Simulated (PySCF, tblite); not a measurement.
# C8H10FN: geometry, infrared bands and NMR shifts

Aim: predict the infrared bands and NMR shifts of C8H10FN (`CC1=CCN[C@H]1C#CCF`).

The runs use tblite 0.8.0 and PySCF 2.14.0, with density-fitted response routines of our own; the level of theory stands in each step. All values are computed, except where a source is named. Atoms are numbered from 0 throughout.

### 1 The starting structure

20 atoms, charge 0, multiplicity 1; geometry from: force field or distance geometry start.

Bonds of the start (Å): C0–C1 1.50, C1–C2 1.34, C2–C3 1.50, C3–N4 1.41, N4–C5 1.45, C5–C6 1.48, C6–C7 1.22, C7–C8 1.48, C8–F9 1.38, C5–C1 1.47, C0–H10 1.11, C0–H11 1.11, C0–H12 1.11, C2–H13 1.09, C3–H14 1.13, C3–H15 1.09, N4–H16 1.03, C5–H17 1.11, C8–H18 1.12, C8–H19 1.10.

### 2 Optimising the geometry with GFN2-xTB

Job settings and geometry (Å):

```
{"job": {"kind": "relax", "xc": "GFN2-xTB", "basis": "xTB"}, "charge": 0, "multiplicity": 1}
C     -1.512900    -1.948900    -0.198300
C     -1.307600    -0.460300    -0.180300
C     -2.040800     0.326300     0.611900
C     -1.601500     1.742200     0.411700
N     -0.715400     1.683300    -0.686700
C     -0.313200     0.317000    -0.936300
C      1.063000     0.078700    -0.449900
C      2.184300    -0.128200    -0.025500
C      3.552800    -0.402900     0.458100
F      4.440400     0.366800    -0.258700
H     -2.022400    -2.273200    -1.132900
H     -2.073900    -2.322600     0.677500
H     -0.505400    -2.403400    -0.188000
H     -2.849500     0.023500     1.271100
H     -1.001900     2.092400     1.306900
H     -2.412300     2.441400     0.198600
H      0.043400     2.375500    -0.717500
H     -0.315000     0.062300    -2.021200
H      3.663700    -0.080100     1.519800
H      3.719000    -1.479000     0.336700
```

Launch:

```console
> OMP_NUM_THREADS=1 python probes_run.py task.json out
```

One launch serves the whole session: the jobs run in the order shown.

**Question.** This job is followed by: GFN2-xTB harmonic vibrations, gas phase; GIAO PBE0/pcSseg-1 NMR shielding, non-relativistic, gas phase. What will the session give for the following? strongest single infrared mode (GFN2-xTB); zero-point energy (GFN2-xTB); 13C shifts against TMS (PBE0/pcSseg-1); 1H shifts against TMS (PBE0/pcSseg-1, means over atoms taken as alike); 15N shifts against NH3 (PBE0/pcSseg-1); 19F shifts against CFCl3 (PBE0/pcSseg-1).

As calculated:

| quantity | value |
| --- | --- |
| strongest single infrared mode (GFN2-xTB) | 995 cm⁻¹, 103 km/mol |
| zero-point energy (GFN2-xTB) | 99.5 kcal/mol |
| 13C shifts against TMS (PBE0/pcSseg-1) | 145.7, 132.1, 99.9, 86.1, 73.7, 61.9, 57.7, 16.8 ppm |
| 1H shifts against TMS (PBE0/pcSseg-1, means over atoms taken as alike) | 5.68, 5.37, 5.29, 4.71, 4.28, 4.09, 1.96, 0.87 ppm |
| 15N shifts against NH3 (PBE0/pcSseg-1) | 61.1 ppm |
| 19F shifts against CFCl3 (PBE0/pcSseg-1) | -246.1 ppm |

In words: Over 72 steps the energy fell by 0.354 eV; of the close pairs, C3–N4 changed most, 1.412 to 1.458 Å. No mode is imaginary among the 54: a minimum at this level. The strongest single mode, at 995 cm⁻¹, moves mainly C8 and F9. GFN2-xTB is a fitted tight-binding method: band positions and strengths are rough. Its intensities can rank the bands wrongly. H13 (hydrogen on an alkene CH) lies farthest downfield among hydrogen, at 5.68 ppm; attached to an sp2 carbon and in the plane of the double bond. At PBE0/pcSseg-1: The widest tensor belongs to C6: span 252 ppm, with a paramagnetic part of -183 ppm.
